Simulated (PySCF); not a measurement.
# C12H16: the cost of one run

Programs: PySCF 2.14.0, with routines of our own; each step states its level. All values are computed. Atoms count from 0.

## (1) The system as given

28 atoms, charge -1, multiplicity 2; geometry from: GFN2-xTB.

## (2) Open-shell or spin-flip excitations: unrestricted TDDFT CAM-B3LYP/def2-SVP in N,N-dimethylformamide

Job settings and geometry (Å):

```
{"job": {"kind": "uabs", "xc": "CAM-B3LYP", "basis": "def2-SVP", "nstates": 10, "tda": false, "solvent": "N,N-dimethylformamide", "pol": false}, "charge": -1, "multiplicity": 2}
C      4.000088    -0.599119     0.454516
C      3.224226    -0.499545    -0.867895
C      1.893951     0.173250    -0.688910
C      1.835021     1.618489    -0.593875
C      0.598373     2.221516    -0.389910
C     -0.558862     1.500638    -0.269202
C     -0.521171     0.046692    -0.359508
C     -1.753469    -0.760212    -0.269636
C     -2.743764    -0.501394     0.914150
C     -3.919482    -0.491966    -0.067784
C     -2.939859    -0.436488    -1.243718
C      0.732083    -0.543068    -0.568316
H      4.143255     0.395426     0.871875
H      4.979523    -1.064522     0.314597
H      3.433716    -1.188838     1.172984
H      3.840175     0.061578    -1.583880
H      3.085888    -1.511608    -1.267524
H      2.738820     2.205552    -0.706538
H      0.553404     3.310389    -0.324190
H     -1.508758     2.000569    -0.111713
H     -1.506609    -1.826315    -0.326009
H     -2.775326    -1.263207     1.695179
H     -2.567675     0.468065     1.374487
H     -4.609655     0.350122     0.019110
H     -4.499870    -1.416765    -0.043170
H     -3.112624    -1.150652    -2.050983
H     -2.840823     0.560253    -1.668033
H      0.778524    -1.631482    -0.644255
```

Method: unrestricted TDDFT CAM-B3LYP/def2-SVP, vertical, IEF-PCM N,N-dimethylformamide (non-equilibrium linear response), core orbitals frozen in the response.

Launch:

```bash
$ OMP_NUM_THREADS=4 python excited_run.py task.json out
```

This one command runs all jobs of the session in turn.

Q: Estimate the wall time and peak memory of this first job on 4 threads of Arm Neoverse N1, shared host.

About 6.4 min, with a peak of 1.9 GiB.
